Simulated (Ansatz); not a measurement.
# C₆H₁₉N₃OZr: basis-set convergence

Aim: see how fast density functionals converge with the basis set for C₆H₁₉N₃OZr.

The runs use Ansatz 0.2.0, Gaussian basis; one geometry, several basis sets.

The runs, in order: PBE0-D4/def2-SVP; ωB97M-V/def2-SVP; PBE0-D4/def2-QZVPP; ωB97M-V/def2-QZVPP; the functionals' def2-TZVPP values are taken from earlier runs.

## (1) The geometry

An earlier PBE0-D4 in a triple-zeta def2 set relaxation fixed the geometry. Zr takes the def2 core potential; no spin-orbit term is included.

SMILES `C[N](C)[Zr]([OH])([N](C)C)[N](C)C`, 30 atoms, charge 0, spin multiplicity 1.

Atoms are counted from 1 here; the program's logs count them from 0.

Bond lengths: C1–N2 1.442 Å, C1–H12 1.101 Å, C1–H13 1.097 Å, C1–H14 1.101 Å, N2–C3 1.438 Å, N2–Zr4 2.043 Å, C3–H15 1.092 Å, C3–H16 1.101 Å, C3–H17 1.101 Å, Zr4–O5 1.955 Å, Zr4–N6 2.044 Å, Zr4–N9 2.045 Å, O5–H18 0.951 Å, N6–C7 1.438 Å, N6–C8 1.442 Å, C7–H19 1.101 Å, C7–H20 1.092 Å, C7–H21 1.101 Å and more. Angles: N2–C1–H12 111.8°, N2–C1–H13 111.1°, N2–C1–H14 112.1°, H12–C1–H13 107.0°, H12–C1–H14 107.4°, H13–C1–H14 107.1°, C1–N2–C3 112.6°, C1–N2–Zr4 116.9°, C3–N2–Zr4 130.4°, N2–C3–H15 110.5°, N2–C3–H16 111.6°, N2–C3–H17 111.9°, H15–C3–H16 107.8°, H15–C3–H17 107.9°, H16–C3–H17 106.9°, N2–Zr4–O5 111.8°, N2–Zr4–N6 106.2°, N2–Zr4–N9 107.1° and more.

Geometry (Å):

```xyz
30

C    -2.9123   -0.6053   -0.6442
N    -1.5647   -1.0250   -0.3477
C    -1.4889   -2.4111    0.0290
Zr   -0.0825    0.3511   -0.6390
O    -0.2847    1.2873   -2.3429
N    -0.1422    1.6043    0.9741
C    -0.9521    1.5867    2.1619
C     0.7162    2.7613    0.9050
N     1.6970   -0.6513   -0.5320
C     2.1154   -1.3883   -1.6992
C     2.6773   -0.6834    0.5203
H    -3.5740   -0.7060    0.2296
H    -2.9392    0.4484   -0.9482
H    -3.3580   -1.1897   -1.4637
H    -0.4541   -2.6965    0.2299
H    -2.0772   -2.6178    0.9363
H    -1.8758   -3.0729   -0.7617
H    -0.3969    1.8760   -3.0813
H    -0.3354    1.5645    3.0736
H    -1.5944    0.7037    2.1722
H    -1.5967    2.4769    2.2329
H     1.3126    2.7557   -0.0166
H     1.4263    2.7961    1.7453
H     0.1469    3.7033    0.9155
H     1.3627   -1.3275   -2.4943
H     2.2668   -2.4556   -1.4769
H     3.0585   -1.0025   -2.1164
H     3.6441   -0.2688    0.1935
H     2.8698   -1.7111    0.8652
H     2.3355   -0.1023    1.3798
```

## (2) PBE0-D4 in def2-SVP

in.yaml

```yaml
crystal:
  periodic: [false, false, false]
  atoms:
    - {symbol: C, position_ang: [-2.912253, -0.605313, -0.644215]}
    - {symbol: N, position_ang: [-1.564693, -1.024984, -0.347663]}
    - {symbol: C, position_ang: [-1.488903, -2.411071, 0.029048]}
    - {symbol: Zr, position_ang: [-0.082470, 0.351110, -0.639037]}
    - {symbol: O, position_ang: [-0.284726, 1.287260, -2.342905]}
    - {symbol: N, position_ang: [-0.142178, 1.604286, 0.974104]}
    - {symbol: C, position_ang: [-0.952149, 1.586703, 2.161904]}
    - {symbol: C, position_ang: [0.716229, 2.761267, 0.904956]}
    - {symbol: N, position_ang: [1.697013, -0.651321, -0.531980]}
    - {symbol: C, position_ang: [2.115439, -1.388251, -1.699211]}
    - {symbol: C, position_ang: [2.677293, -0.683364, 0.520308]}
    - {symbol: H, position_ang: [-3.574018, -0.706047, 0.229562]}
    - {symbol: H, position_ang: [-2.939189, 0.448412, -0.948224]}
    - {symbol: H, position_ang: [-3.357970, -1.189678, -1.463748]}
    - {symbol: H, position_ang: [-0.454087, -2.696516, 0.229924]}
    - {symbol: H, position_ang: [-2.077239, -2.617786, 0.936338]}
    - {symbol: H, position_ang: [-1.875801, -3.072934, -0.761734]}
    - {symbol: H, position_ang: [-0.396900, 1.875958, -3.081279]}
    - {symbol: H, position_ang: [-0.335365, 1.564520, 3.073638]}
    - {symbol: H, position_ang: [-1.594444, 0.703674, 2.172164]}
    - {symbol: H, position_ang: [-1.596725, 2.476892, 2.232897]}
    - {symbol: H, position_ang: [1.312648, 2.755742, -0.016575]}
    - {symbol: H, position_ang: [1.426331, 2.796125, 1.745322]}
    - {symbol: H, position_ang: [0.146874, 3.703289, 0.915545]}
    - {symbol: H, position_ang: [1.362670, -1.327505, -2.494347]}
    - {symbol: H, position_ang: [2.266785, -2.455647, -1.476938]}
    - {symbol: H, position_ang: [3.058451, -1.002547, -2.116363]}
    - {symbol: H, position_ang: [3.644095, -0.268835, 0.193501]}
    - {symbol: H, position_ang: [2.869753, -1.711102, 0.865204]}
    - {symbol: H, position_ang: [2.335531, -0.102335, 1.379803]}
basis:
  gaussian: {orbitals: def2-SVP}
hamiltonian: {xc: pbe0, dispersion: d4}
output: {orbitals: {seedname: orbitals}}
```

On the command line:

```console
ansatz run in.yaml --threads 11 --pin off --events-out ev --progress --plain --max-ram 174080MiB --backend cpu
```

The runs that follow: ωB97M-V in def2-SVP; PBE0-D4 in def2-QZVPP; ωB97M-V in def2-QZVPP.

**Question.** What will the summary of the whole plan be? Wanted: PBE0-D4: double and triple zeta above quadruple; ωB97M-V: double and triple zeta above quadruple.

The runs gave:

```
                                       quantity           value
PBE0-D4: double and triple zeta above quadruple  15.68, 0.83 eV
ωB97M-V: double and triple zeta above quadruple  16.37, 0.81 eV
```

PBE0-D4 gains 14.85 eV from double to triple zeta, then 0.83 eV more. Total energies overstate the basis error of differences, where much of it tends to cancel. The LUMO of ωB97M-V is positive and keeps falling with the basis (1.50 to 0.67 eV): an unbound level that the basis holds in place.
